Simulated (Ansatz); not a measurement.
# F3H3HfO: the cost of one run

All numbers below are computed with Ansatz 0.2.0 (UKS PBE/def2-SVP).

## Step 1: The structure to begin with

Bond lengths: Hf1–O2 2.613 Å, Hf1–F3 1.858 Å, Hf1–F4 1.858 Å, Hf1–F5 1.862 Å, O2–H8 0.966 Å. Angles: Hf1–O2–H8 150.6°, O2–Hf1–F3 108.3°, O2–Hf1–F4 136.4°, O2–Hf1–F5 95.1°, F3–Hf1–F4 106.5°, F3–Hf1–F5 105.5°, F4–Hf1–F5 100.2°.

Coordinates:

```xyz
8

Hf   -0.5098    0.8744   -0.1261
O     1.1430   -1.1488   -0.1723
F    -1.4231    0.9192   -1.7435
F    -1.6216    1.6749    1.1288
F     0.8165    2.1735   -0.2683
H     0.2380   -1.6077    0.6106
H    -0.6363   -1.3501    0.9900
H     1.9933   -1.5354   -0.4192
```

## Step 2: A restrained relaxation towards end A

Springs on the bonds that form and break draw the guess towards this end; the thresholds are loose.

Input file input.yaml:

```yaml
crystal:
  periodic: [false, false, false]
  atoms:
    - { symbol: Hf, position_ang: [-0.5098, 0.8744, -0.1261] }
    - { symbol: O, position_ang: [1.143, -1.1488, -0.1723] }
    - { symbol: F, position_ang: [-1.4231, 0.9192, -1.7435] }
    - { symbol: F, position_ang: [-1.6216, 1.6749, 1.1288] }
    - { symbol: F, position_ang: [0.8165, 2.1735, -0.2683] }
    - { symbol: H, position_ang: [0.238, -1.6077, 0.6106] }
    - { symbol: H, position_ang: [-0.6363, -1.3501, 0.99] }
    - { symbol: H, position_ang: [1.9933, -1.5354, -0.4192] }
magnetization:
  spin_polarized: true
basis:
  gaussian: { orbitals: def2-SVP }
hamiltonian:
  xc: pbe
relax:
  f_tol: 0.15
  max_steps: 25
  restrain:
    - { distance: [0, 6], at: 3.36, k: 30.0 }
    - { distance: [5, 1], at: 2.27, k: 30.0 }
    - { distance: [0, 1], at: 2.41, k: 30.0 }
    - { distance: [5, 6], at: 0.62, k: 30.0 }
output:
  orbitals: {}
```

Run with:

```bash
ansatz run input.yaml --threads 4 --pin off --max-ram 5120MiB --backend cpu --events-out ev --progress --plain --runs-dir out
```

What time and memory should one allow on 4 threads of Arm Neoverse N1, shared host?

About 59 s, with a peak of 0.19 GiB.
